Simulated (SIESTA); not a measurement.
The system is In3SbTe4.

```
Te Sb In
1.0
    -4.17012    4.17012    3.60657
     4.17012   -4.17012    3.60657
     4.17012    4.17012   -3.60657
Te Sb In
4 1 3
Direct
  0.44095 0.55905 0.50000
  0.05905 0.94095 0.50000
  0.55905 0.05905 0.11810
  0.94095 0.44095 0.88190
  0.00000 0.00000 0.00000
  0.00000 0.50000 0.50000
  0.50000 0.00000 0.50000
  0.50000 0.50000 0.00000
```

The cell comes from a database or a generator and needn't be the stable form of this composition.

* Program: SIESTA 5.4.2
* Task: single point
* Functional: PBEsol
* Potentials or basis: PseudoDojo 0.4 standard (PBEsol files)
* Basis: DZP (energy shift 0.003 Ry; two zetas on semicore shells)
* Grid cutoff: 500 Ry
* Energy shift: 0.003 Ry
* k mesh: 5 × 5 × 5
* Occupations: fermi-dirac, width 0.05 eV
* Spin: no spin polarisation

On this cell: pressure -1.8 GPa; largest force 0.189 eV/Å; band gap on the k mesh none (metal or under the smearing width).

The same run follows on a disturbed copy (atoms moved at random, drawn with an rms of 0.05 Å):

```
CELL_PARAMETERS angstrom
-4.17012 4.17012 3.60657
4.17012 -4.17012 3.60657
4.17012 4.17012 -3.60657
ATOMIC_POSITIONS crystal
Te 0.43430 0.55290 0.50052
Te 0.05895 0.93680 0.49857
Te 0.55456 0.05391 0.11446
Te 0.93995 0.43730 0.87822
Sb 0.00469 0.00579 0.00565
In 0.00636 0.50190 0.50587
In 0.48842 0.98706 0.48991
In 0.50901 0.50001 0.00167
```

What does the disturbed cell give?

The energy (extrapolated to zero smearing) moves by +4.2 meV/atom; pressure -1.7 GPa; largest force 0.457 eV/Å; band gap on the k mesh none (metal or under the smearing width).

Forces on the atoms (eV/Å):
```
Te  -0.337  0.274  0.141
Te   0.263 -0.242 -0.087
Te  -0.043 -0.025  0.147
Te   0.091  0.122 -0.229
Sb   0.002 -0.010  0.030
In  -0.034 -0.257 -0.296
In   0.049  0.169  0.309
In   0.010 -0.031 -0.016
```

Stress tensor (GPa, compression positive):
```
-1.98 -0.36 -0.52
-0.36 -2.00 -0.22
-0.52 -0.22 -1.08
```

Caveats: the basis of atomic orbitals isn't converged, which shifts pressures, moduli and gaps.
